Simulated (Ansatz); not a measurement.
# KNi (P1) in Ansatz: convergence with wavefunction cutoff

Aim: find how far wavefunction cutoff must go before the results for KNi settle, at PBE. This setting moves, with any that are tied to it; all else stays.

Everything below comes from runs of Ansatz 0.2.0. Logs are shortened: lines on timing, memory, paths and dates and some standing lists are left out, and cuts for length are marked.

### 1 The cell of the first run

The typed cell holds 2 atoms: a = 3.043 Å, b = 3.043 Å, c = 4.859 Å, α = 90.00°, β = 90.00°, γ = 112.01°.

The cell was built by a generator and needn't be a form met in nature.

The cell isn't the ideal one: atoms moved at random, drawn with an rms of 0.05 Å.

### 2 With wavefunction cutoff 200 eV

The input, input.yaml:

```yaml
crystal:
  lattice:
    - [1.70136217, -2.52289784, 0.0]
    - [1.70136217, 2.52289784, 0.0]
    - [0.0, 0.0, 4.85907345]
  atoms:
    - { symbol: K, position: [0.496606, 0.512613, 0.49917] }
    - { symbol: Ni, position: [0.002272, -0.005975, -0.001951], spin: 1.0 }
hamiltonian:
  xc: pbe
  pseudopotentials: { kind: paw }
magnetization:
  spin_polarized: true
kpoints:
  mp_grid: { grid: [7, 7, 4] }
scf:
  occupations: { method: cold, width: 0.1 }
output:
  forces: true
  stress: true
  eigenvalues: true
basis:
  ecutwfc: "200 eV"
```

Potentials or basis: Ansatz PAW.

The run is started by

```
$ ansatz run input.yaml --threads 2 --pin off --max-ram 5632MiB --backend cpu --events-out ev --progress --plain --runs-dir out
```

Run time: 7.3 s. Hardware: 2 threads of Arm Neoverse V1, shared host; peak memory 0.32 GiB.

What came out:

- Free energy: -7360.2564 eV
- Pressure: 9.2 GPa
- Largest force: 0.048 eV/Å
- Band gap on the k mesh: none (metal or under the smearing width)
- Net moment: 0.00 μB per cell
- Absolute moment: 0.00 μB per cell

### 3 With wavefunction cutoff 250 eV

input.yaml, as its differences from that of step 2:

```diff
@@ -22,2 +22,2 @@
 basis:
-  ecutwfc: "200 eV"
+  ecutwfc: "250 eV"
```

Potentials or basis: Ansatz PAW.

The run is started by

```
$ ansatz run input.yaml --threads 2 --pin off --max-ram 5632MiB --backend cpu --events-out ev --progress --plain --runs-dir out
```

Wall time 15 s (2 threads of Arm Neoverse V1, shared host); peak memory 0.34 GiB.

Results:

```
Free energy            : -7373.0343 eV
Pressure               : 2.0 GPa
Largest force          : 0.032 eV/Å
Band gap on the k mesh : none (metal or under the smearing width)
Net moment             : 0.05 μB per cell
Absolute moment        : 0.08 μB per cell
Site moments           : K -0.00; Ni +0.06 μB
```

### 4 With wavefunction cutoff 300 eV

input.yaml, as its differences from that of step 3:

```diff
@@ -22,2 +22,2 @@
 basis:
-  ecutwfc: "250 eV"
+  ecutwfc: "300 eV"
```

The run is started by

```
$ ansatz run input.yaml --threads 2 --pin off --max-ram 5632MiB --backend cpu --events-out ev --progress --plain --runs-dir out
```

Run time: 45 s. Hardware: 2 threads of Arm Neoverse V1, shared host; peak memory 0.53 GiB.

What came out:

```yaml
Free_energy: -7375.1289 eV
Pressure: 1.8 GPa
Largest_force: 0.030 eV/Å
Band_gap_on_the_k_mesh: none (metal or under the smearing width)
Net_moment: -0.05 μB per cell
Absolute_moment: 0.08 μB per cell
Site_moments: K +0.00; Ni -0.07 μB
```

### 5 With wavefunction cutoff 350 eV

input.yaml, as its differences from that of step 4:

```diff
@@ -22,2 +22,2 @@
 basis:
-  ecutwfc: "300 eV"
+  ecutwfc: "350 eV"
```

The run is started by

```
$ ansatz run input.yaml --threads 2 --pin off --max-ram 5632MiB --backend cpu --events-out ev --progress --plain --runs-dir out
```

Wall time 42 s (2 threads of Arm Neoverse V1, shared host); peak memory 0.57 GiB.

Results:

```
Free energy            : -7375.3802 eV
Pressure               : 1.6 GPa
Largest force          : 0.032 eV/Å
Band gap on the k mesh : none (metal or under the smearing width)
Net moment             : -0.06 μB per cell
Absolute moment        : 0.09 μB per cell
Site moments           : K +0.00; Ni -0.07 μB
```

### 6 With wavefunction cutoff 400 eV

input.yaml, as its differences from that of step 5:

```diff
@@ -22,2 +22,2 @@
 basis:
-  ecutwfc: "350 eV"
+  ecutwfc: "400 eV"
```

Potentials or basis: Ansatz PAW.

The run is started by

```
$ ansatz run input.yaml --threads 2 --pin off --max-ram 5632MiB --backend cpu --events-out ev --progress --plain --runs-dir out
```

It took 63 s on 2 threads of Arm Neoverse V1, shared host; peak memory 0.62 GiB.

The run converged. Its results:

* Free energy: -7375.3935 eV
* Pressure: 1.6 GPa
* Largest force: 0.032 eV/Å
* Band gap on the k mesh: none (metal or under the smearing width)
* Net moment: 0.06 μB per cell
* Absolute moment: 0.09 μB per cell
* Site moments: K -0.00; Ni +0.07 μB

### 7 With wavefunction cutoff 450 eV

input.yaml, as its differences from that of step 6:

```diff
@@ -22,2 +22,2 @@
 basis:
-  ecutwfc: "400 eV"
+  ecutwfc: "450 eV"
```

The run is started by

```
$ ansatz run input.yaml --threads 2 --pin off --max-ram 5632MiB --backend cpu --events-out ev --progress --plain --runs-dir out
```

It took 77 s on 2 threads of Arm Neoverse V1, shared host; peak memory 0.67 GiB.

It converged, with:

- Free energy: -7375.3944 eV
- Pressure: 1.6 GPa
- Largest force: 0.032 eV/Å
- Band gap on the k mesh: none (metal or under the smearing width)
- Net moment: 0.06 μB per cell
- Absolute moment: 0.09 μB per cell
- Site moments: K -0.00; Ni +0.07 μB

### 8 With wavefunction cutoff 500 eV

input.yaml, as its differences from that of step 7:

```diff
@@ -22,2 +22,2 @@
 basis:
-  ecutwfc: "450 eV"
+  ecutwfc: "500 eV"
```

The run is started by

```
$ ansatz run input.yaml --threads 2 --pin off --max-ram 5632MiB --backend cpu --events-out ev --progress --plain --runs-dir out
```

Run time: 84 s. Hardware: 2 threads of Arm Neoverse V1, shared host; peak memory 0.73 GiB.

It converged, with:

```yaml
Free_energy: -7375.3954 eV
Pressure: 1.6 GPa
Largest_force: 0.032 eV/Å
Band_gap_on_the_k_mesh: none (metal or under the smearing width)
Net_moment: 0.06 μB per cell
Absolute_moment: 0.09 μB per cell
Site_moments: K -0.00; Ni +0.07 μB
```

### 9 With wavefunction cutoff 600 eV

input.yaml, as its differences from that of step 8:

```diff
@@ -22,2 +22,2 @@
 basis:
-  ecutwfc: "500 eV"
+  ecutwfc: "600 eV"
```

Potentials or basis: Ansatz PAW.

The run is started by

```
$ ansatz run input.yaml --threads 2 --pin off --max-ram 5632MiB --backend cpu --events-out ev --progress --plain --runs-dir out
```

It took 2.1 min on 2 threads of Arm Neoverse V1, shared host; peak memory 0.83 GiB.

Results (log left out):

| Item | Value |
| --- | --- |
| Free energy | -7375.3957 eV |
| Pressure | 1.6 GPa |
| Largest force | 0.032 eV/Å |
| Band gap on the k mesh | none (metal or under the smearing width) |
| Net moment | -0.06 μB per cell |
| Absolute moment | 0.09 μB per cell |
| Site moments | K +0.00; Ni -0.07 μB |

### 10 With wavefunction cutoff 800 eV

input.yaml, as its differences from that of step 9:

```diff
@@ -22,2 +22,2 @@
 basis:
-  ecutwfc: "600 eV"
+  ecutwfc: "800 eV"
```

Potentials or basis: Ansatz PAW.

The run is started by

```
$ ansatz run input.yaml --threads 2 --pin off --max-ram 5632MiB --backend cpu --events-out ev --progress --plain --runs-dir out
```

The program printed:

```text
Warning: RAYON_NUM_THREADS=2 ignored (pool sized by the plan → 2); use --threads N
Engine: ansatz 0.2.0, aarch64-unknown-linux-gnu
Pseudopotentials: kind: paw
Pseudopotential: K, paw, valence charge 9, recommended cutoff 420 eV (normal), K.paw.azcp
Pseudopotential: Ni, paw, valence charge 18, recommended cutoff 420 eV (normal), Ni.paw.azcp
Functional definition: PBE
  parameter kappa = 0.804
  parameter beta = 0.06672455060314922
  exchange = pbe_x(kappa = kappa, mu = beta*pi^2/3)
  correlation = pbe_c(beta = beta)
Crystal: 2 atoms, lattice volume = 41.714 Å³
Basis set: ecut = 800 eV, 2119 PW (Γ), exchange–correlation on 60×60×90 points (8 copies of the dense FFT grid, shifted against one another)
Bands: 18, of which v1, the nominal top of the filled ones, is band 14 counted from 1 (13 counted from 0)
Symmetry: 1 space group operations
Space group: P1 (ITA 1), of the structure as read, at distance tolerance 3.5e-5 Å
Magnetic group: BNS 1.1 (UNI 1), of the structure as read, at distance tolerance 3.5e-5 Å
k-points: 99 of 196 (time reversal used)
Non-local potential: K, projectors of the file, l = 0: 3, l = 1: 2, l = 2: 2
Non-local potential: Ni, projectors of the file, l = 0: 3, l = 1: 2, l = 2: 3, l = 3: 1
PAW form: soft (Blöchl's): semilocal exchange-correlation on the pseudo side does not see the compensation charge
PAW one-centre angular grid: K, 110 points (default); XC on 64 Gauss nodes
PAW one-centre angular grid: Ni, 590 points (default); XC on 64 Gauss nodes
Initial density: superposition of atomic densities (chi_scale 0.1, normalization cell, long waves kept (reshape's long-wave potential 0.00 eV rms))
Starting moments: Σ|m| = 1 μB on 1 of 2 sites
Initial wavefunctions: pseudopotential atomic-orbital guess
Functional: x = pbe(κ = 0.804, μ = 0.2195149727645171), c = pbe(β = 0.06672455060314922)
SCF iter   1: F=—  HF=-7375.362754 eV  |F-HF|=—  |Δ(HF+E_count)|=         —  Δρ=5.69e-2 (↑4.47e-2 ↓5.69e-2)  dr2=4.13e0  dr2_m=7.22e-2  M=0.838 μB ∫|m|=1.100 μB  β_m=0.30  ethr=3.10e-3  ⟨swp⟩=6.3  Hψ=19373  notcnv=0
Mixer restart at iter 1: flushing history
preconditioner: auto → none  [metal: Δε(μ)=0.008 eV  Ē_g=9.511 eV  σ=0.100 eV  W_gap=0.05  n_scr=8 (ndim 8)  ℏωp=23.7 eV  f_vac=0.000  D(μ)=3.51/eV (n_scr^D=38)  sad-step TF]
SCF iter   2: F=—  HF=-7374.201075 eV  |F-HF|=—  |Δ(HF+E_count)|=    1.16e0  Δρ=3.59e-2 (↑1.46e-2 ↓3.59e-2)  dr2=3.98e-1  dr2_m=9.52e-2  M=0.636 μB ∫|m|=0.871 μB  β_m=0.28  ethr=3.10e-3  ⟨swp⟩=2.7  Hψ=8206  notcnv=0  defer=32
SCF iter   3: F=—  HF=-7374.393849 eV  |F-HF|=—  |Δ(HF+E_count)|=   1.93e-1  Δρ=3.19e-2 (↑8.28e-3 ↓3.19e-2)  dr2=2.05e-1  dr2_m=9.10e-2  M=0.604 μB ∫|m|=0.803 μB  β_m=0.44  ethr=1.47e-3  ⟨swp⟩=2.5  Hψ=6467  notcnv=0  defer=32
SCF iter   4: F=—  HF=-7374.982161 eV  |F-HF|=—  |Δ(HF+E_count)|=   5.88e-1  Δρ=3.44e-2 (↑3.82e-3 ↓3.44e-2)  dr2=3.68e-1  dr2_m=1.12e-1  M=0.491 μB ∫|m|=0.655 μB  β_m=0.46  ethr=7.58e-4  ⟨swp⟩=2.4  Hψ=5553  notcnv=0  defer=32
SCF iter   5: F=-7372.334103 eV  HF=-7375.917269 eV  |F-HF|=3.58e0  |Δ(HF+E_count)|=   9.35e-1  Δρ=5.12e-2 (↑5.04e-2 ↓5.12e-2)  dr2=3.16e0  dr2_m=1.16e-2  M=0.581 μB ∫|m|=0.834 μB  β_m=0.22  ethr=7.58e-4  ⟨swp⟩=3.7  Hψ=9472  notcnv=0  defer=41
SCF iter   6: F=-7375.350379 eV  HF=-7375.328132 eV  |F-HF|=2.22e-2  |Δ(HF+E_count)|=   5.89e-1  Δρ=8.84e-3 (↑8.84e-3 ↓4.39e-3)  dr2=1.35e-2  dr2_m=1.36e-2  M=0.458 μB ∫|m|=0.609 μB  β_m=0.53  ethr=7.58e-4  ⟨swp⟩=2.7  Hψ=8500  notcnv=0  defer=42
SCF iter   7: F=-7375.394246 eV  HF=-7375.392504 eV  |F-HF|=1.74e-3  |Δ(HF+E_count)|=   6.44e-2  Δρ=5.33e-3 (↑4.92e-3 ↓5.33e-3)  dr2=5.68e-4  dr2_m=9.62e-3  M=0.360 μB ∫|m|=0.478 μB  β_m=0.77  ethr=5.01e-5  ⟨swp⟩=2.1  Hψ=6362  notcnv=0  defer=42
SCF iter   8: F=-7375.300162 eV  HF=-7375.388446 eV  |F-HF|=8.83e-2  |Δ(HF+E_count)|=   4.06e-3  Δρ=1.41e-2 (↑1.41e-2 ↓9.98e-3)  dr2=1.53e-1  dr2_m=8.15e-3  M=0.254 μB ∫|m|=0.351 μB  β_m=0.77  ethr=2.10e-6  ⟨swp⟩=3.9  Hψ=9547  notcnv=0  defer=42
[...]
SCF 1 converged in 37 iterations: F = -7375.396198 eV  dr2 = 2.54e-10
[...]
iter 15 did not close the SCF: its close was put off for a magnetic moment that had not settled (scf_convergence_deferred on its scf_iter line)
SCF iter  15: F=-7375.425334 eV  HF=-7375.425334 eV  |F-HF|=1.12e-8  |Δ(HF+E_count)|=   2.25e-7  Δρ=1.82e-5 (↑1.59e-5 ↓1.82e-5)  dr2=5.83e-9  dr2_m=1.07e-7  M=-0.077 μB ∫|m|=0.106 μB  β_m=0.09  ethr=2.34e-10  ⟨swp⟩=1.3  Hψ=10630  notcnv=0
iter 16 did not close the SCF: its close was put off for a magnetic moment that had not settled (scf_convergence_deferred on its scf_iter line)
SCF iter  16: F=-7375.425334 eV  HF=-7375.425334 eV  |F-HF|=8.00e-9  |Δ(HF+E_count)|=   5.16e-7  Δρ=1.41e-5 (↑1.29e-5 ↓1.41e-5)  dr2=4.49e-9  dr2_m=6.54e-8  M=-0.081 μB ∫|m|=0.111 μB  β_m=0.17  ethr=2.16e-11  ⟨swp⟩=1.4  Hψ=12809  notcnv=0
SCF iter  17: F=-7375.425335 eV  HF=-7375.425335 eV  |F-HF|=2.13e-9  |Δ(HF+E_count)|=   5.00e-7  Δρ=8.40e-6 (↑8.40e-6 ↓6.48e-6)  dr2=5.41e-9  dr2_m=1.59e-8  M=-0.087 μB ∫|m|=0.119 μB  ethr=1.66e-11  ⟨swp⟩=1.0  Hψ=14051  notcnv=0
SCF 2 converged in 17 iterations: F = -7375.425335 eV  dr2 = 5.41e-9
iter 1 solved again at ethr=2.00e-11 eV; its pass at ethr=3.70e-6 eV (dr2=5.41e-9 eV) is discarded
SCF iter   1: F=—  HF=-7375.425335 eV  |F-HF|=—  |Δ(HF+E_count)|=         —  Δρ=8.40e-6 (↑8.40e-6 ↓6.48e-6)  dr2=5.41e-9  dr2_m=1.59e-8  M=-0.087 μB ∫|m|=0.119 μB  ethr=2.00e-11  ⟨swp⟩=1.0  Hψ=21868  notcnv=0
preconditioner: auto → none  [metal: Δε(μ)=0.053 eV  Ē_g=9.730 eV  σ=0.100 eV  W_gap=0.13  n_scr=8 (ndim 8)  ℏωp=23.7 eV  f_vac=0.000  D(μ)=1.84/eV (n_scr^D=22)]
SCF iter   2: F=—  HF=-7375.424232 eV  |F-HF|=—  |Δ(HF+E_count)|=   1.10e-3  Δρ=3.72e-3 (↑1.34e-3 ↓3.72e-3)  dr2=5.44e-3  dr2_m=1.42e-3  M=-0.301 μB ∫|m|=0.396 μB  ethr=3.70e-6  ⟨swp⟩=1.3  Hψ=19793  notcnv=0
SCF iter   3: F=—  HF=-7375.425292 eV  |F-HF|=—  |Δ(HF+E_count)|=   1.06e-3  Δρ=2.74e-4 (↑2.74e-4 ↓1.60e-4)  dr2=1.65e-5  dr2_m=1.44e-5  M=-0.145 μB ∫|m|=0.200 μB  ethr=3.70e-6  ⟨swp⟩=1.0  Hψ=7966  notcnv=0
an SCF towards Hund's moment on open shells that bore less, with the run's symmetry operations kept, reached no lower state that the run goes on to. This is no proof of a minimum
this state was not tested for a lower state beside it, because cold or Methfessel-Paxton smearing, or corrected tetrahedra, fill the levels in a way that the test cannot read (fill_not_monotonic; see scf.lower_state_search)
SCF converged after 37 iterations
Magnetization: -0.0596 μB (13.4702 up, 13.5298 down)
Absolute magnetization: 0.0942 μB (∫|ρ↑−ρ↓|, with the PAW one-centre terms)
Spin contamination: 0.0007 ħ² per cell (⟨S²⟩ above its minimum at these occupations)
Per-site moments (μB) at R_I (Å): [(0.0030227337150690713, 1.216718577259951), (-0.07396474789750178, 1.216718577259951)]
Free energy (F): -7375.396198 eV
Harris-Foulkes:  -7375.396198 eV  (|F-HF|=2.13e-10)
Internal energy: -7375.396905 eV  (E = F + TS)
E sigma→0 (E₀):  -7375.396434 eV
Entropy (-TS):   0.000707 eV (0.353 meV/atom)
Fermi energy:    9.135890 eV
Step filling:    the computed levels leave a gap of 0.0001 eV = 0.0 smearing widths at the electron count; against every level under it full and every level over it empty, smearing changes F+E_penalty+E_count by +0.174 meV and its σ→0 estimate by -0.061 meV
--- Per-component energies (eV) ---
  E_band       = -495.408939
  E_kinetic    = 540.083669
  E_local      = -5258.196027  (includes V_loc(G=0)·N_el)
  E_nonlocal   = 659.969100
  E_hartree    = 2203.791958
  E_xc         = -217.900746
  E_vxc        = -271.415541  (∫ρ·V_xc dr)
  E_paw        = -2421.939702  (= ΣΔE_a)
  E_vpaw       = -573.435503  (= ΣTr[D̂ρ^β])
  E_aug_tail   = 0.000074  (compensation charges beyond the density's cutoff)
  E_ewald      = -2881.205232
  E_smearing   = 0.000707  (= −TS)
  E_closure    = -0.000000  (closes the sum)
  Σ components = -7375.396198   (vs F -7375.396198, Δ=0.00e0)
--- Forces (eV/Å), atoms counted from 1 ---
  atom   1  K     -0.02315309    -0.01069901    -0.01853858
  atom   2  Ni     0.02315301     0.01069905     0.01853769
  max |Σ_I F_I| component: 8.91e-7 eV/Å
--- Stress (GPa, compression-positive) ---
        2.103072      -0.009151       0.002117
       -0.009151      -2.169096       0.000659
        0.002117       0.000659       4.836410
  P = ⅓ Tr σ = 1.5901 GPa (15.901 kbar)
--- Band table (eV; the first three rows and the last of 198) ---
  k-point 0 ↑: bands = ["-92.8507", "-53.3310", "-53.2779", "-53.2150", "-22.4444", "-5.8244", "-5.2517", "-5.0167", "4.5433", "7.8552", "8.1753", "8.6892", "8.6907", "8.8528", "11.6872", "11.8547", "14.1741", "16.6519"]
  k-point 1 ↑: bands = ["-92.8507", "-53.3310", "-53.2779", "-53.2150", "-22.4432", "-5.8698", "-5.2531", "-5.0164", "5.0297", "7.9181", "8.1841", "8.7096", "8.7383", "8.8468", "9.8039", "13.0633", "14.1518", "16.6064"]
  k-point 2 ↑: bands = ["-92.8507", "-53.3310", "-53.2779", "-53.2150", "-22.4420", "-5.9142", "-5.2545", "-5.0160", "5.7211", "8.1407", "8.1929", "8.3979", "8.7314", "8.7888", "8.8409", "13.4095", "14.1296", "16.5608"]
  k-point 98 ↓: bands = ["-92.9394", "-53.4338", "-53.3988", "-53.2643", "-22.1585", "-6.6012", "-5.5258", "-5.4561", "7.3384", "7.9921", "8.2452", "8.3119", "8.6213", "9.2599", "11.5328", "12.2877", "13.3381", "15.7050"]
```

Run time: 3.1 min. Hardware: 2 threads of Arm Neoverse V1, shared host; peak memory 1 GiB.

What came out:

```
Free energy            : -7375.3962 eV
Pressure               : 1.6 GPa
Largest force          : 0.032 eV/Å
Band gap on the k mesh : none (metal or under the smearing width)
Net moment             : -0.06 μB per cell
Absolute moment        : 0.09 μB per cell
Site moments           : K +0.00; Ni -0.07 μB
```

### 11 Result

| wavefunction cutoff | energy less the tightest run, at zero smearing (meV/atom) | pressure (GPa) | largest force (eV/Å) | absolute moment (μB) | SCF cycles | CPU time (s) | peak memory (GiB) |
| --- | --- | --- | --- | --- | --- | --- | --- |
| 200 eV | 7569.94 | 9.19 | 0.048 | 0.00 | 20 | 14 | 0.32 |
| 250 eV | 1180.90 | 1.97 | 0.032 | 0.08 | 34 | 30 | 0.34 |
| 300 eV | 133.62 | 1.81 | 0.030 | 0.08 | 64 | 89 | 0.53 |
| 350 eV | 8.00 | 1.62 | 0.032 | 0.09 | 51 | 82 | 0.57 |
| 400 eV | 1.35 | 1.59 | 0.032 | 0.09 | 62 | 120 | 0.62 |
| 450 eV | 0.89 | 1.59 | 0.032 | 0.09 | 61 | 150 | 0.67 |
| 500 eV | 0.39 | 1.59 | 0.032 | 0.09 | 59 | 160 | 0.73 |
| 600 eV | 0.23 | 1.59 | 0.032 | 0.09 | 64 | 250 | 0.83 |
| 800 eV | 0.00 | 1.59 | 0.032 | 0.09 | 57 | 360 | 1 |

Against the tightest run, the energy stays within 1 meV/atom from 450 eV on; the pressure stays within 0.1 GPa from 350 eV on; the largest force stays within 0.005 eV/Å from 250 eV on; the absolute moment stays within 0.02 μB from 250 eV on. The tightest run that finished is the yardstick and may itself not be fully converged.

Caveats: the starting moments weren't kept.
